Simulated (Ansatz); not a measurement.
**LiRe3 in Ansatz: convergence with ecutrho ratio**

LiRe3:

```xyz
4
Lattice="0.0000 3.0529 3.0529 3.0529 0.0000 3.0529 3.0529 3.0529 0.0000" Properties=species:S:1:pos:R:3 pbc="T T T"
Re    3.0529    3.0529    3.0529
Re    1.5264    1.5264    1.5264
Re    4.5793    4.5793    4.5793
Li    0.0000    0.0000    0.0000
```

The cell comes from a database or a generator and needn't be the stable form of this composition.

- Program: Ansatz 0.2.0
- Task: convergence study
- Functional: PBEsol
- Potentials or basis: Ansatz PAW
- Cutoff: 420 eV
- Density cutoff: 1680 eV
- k mesh: 6 × 6 × 6
- Occupations: cold, width 0.05 eV
- Spin: no spin polarisation

These are the settings of the first run; the series varies ecutrho ratio, with any setting tied to it.

Hardware: 2 threads of Arm Neoverse V2 (shared host).

| ecutrho ratio | energy less the tightest run, at zero smearing (meV/atom) | SCF cycles | CPU time (s) | peak memory (GiB) |
| --- | --- | --- | --- | --- |
| 4 | 0.00 | 5 | 1.2 | 0.31 |
| 5 | 0.00 | 5 | 1.3 | 0.33 |
| 6 | 0.00 | 5 | 1.3 | 0.33 |
| 8 | 0.00 | 5 | 1.4 | 0.36 |
| 10 | 0.00 | 5 | 1.5 | 0.38 |
| 12 | 0.00 | 5 | 1.6 | 0.4 |

Against the tightest run, the energy stays within 1 meV/atom from 4 on. The tightest run that finished is the yardstick and may itself not be fully converged.

 The run has no spin-orbit coupling, so splittings on Re are missing.
